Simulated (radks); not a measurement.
# Ga in [Ar] 3d10 4s2 4p1: an all-electron calculation

The task here is to estimate one member of a computed series from the others.

The numbers are computed with radks (a radial shooting solver on a logarithmic mesh, Libxc functionals) version 1 (scalar-relativistic Kohn-Sham, XLYP, spin-polarised, spherical densities, point nucleus; open shells are filled with parallel spins first), except any that are marked as measured or tabulated.

**The system**

| Item | Value |
| --- | --- |
| element | gallium (Z = 31) |
| charge | 0 |
| electrons | 31 |
| configuration | [Ar] 3d10 4s2 4p1 |

Outer shells as boxes (Hund's rule):

Ga
```
[Ar] core
3d [↑↓][↑↓][↑↓][↑↓][↑↓]
4s [↑↓]
4p [↑ ][  ][  ]
```

The first run:

Settings of this run:

```text
Z 31
configuration [Ar] 3d10 4s2 4p1 5s0 4d0 5p0 4f0
relativity scalar-relativistic
functional xlyp
spin polarised
nucleus point
c 137.035999084
```

Run with:

```
python run_ks.py task.json out
```

All runs below come from this command, one after another.

One table of the session follows, with a row left open; its other results are not shown here.

It belongs to the step «Shells». Sizes of the orbitals, from the radial functions (bohr):

```
  level      <r>  outermost maximum (interpolated)  90 % within  nodes
  1s up  0.04859                            0.0318       0.0868      0
1s down  0.04859                            0.0318       0.0868      0
  2s up   0.2178                             0.182        0.337      1
2s down   0.2178                             0.182        0.337      1
  2p up   0.1907                             0.146        0.312      0
2p down   0.1907                             0.146        0.312      0
  3s up   0.6518                             0.564        0.977      2
3s down   0.6518                             0.564        0.977      2
  3p up   0.6792                             0.566         1.05      1
3p down   0.6791                             0.566         1.05      1
  3d up   0.8129                             0.532         1.41      0
3d down   0.8098                             0.532         1.40      0
  4s up    2.339                              1.89         3.58      3
4s down    2.339                              1.88         3.59      3
  4p up        ?                                 ?            ?      ?
4p down    3.535                              2.55         5.73      2
```

Estimate the missing values for 4p up.

As computed: <r>: 3.401; outermost maximum (interpolated): 2.53; 90 % within: 5.46; nodes: 2. In the column «<r>» it lies between 4s down (2.339) and 4p down (3.535).

Limits of these values: Open shells are spherical and high-spin; term and fine-structure splittings are not resolved.
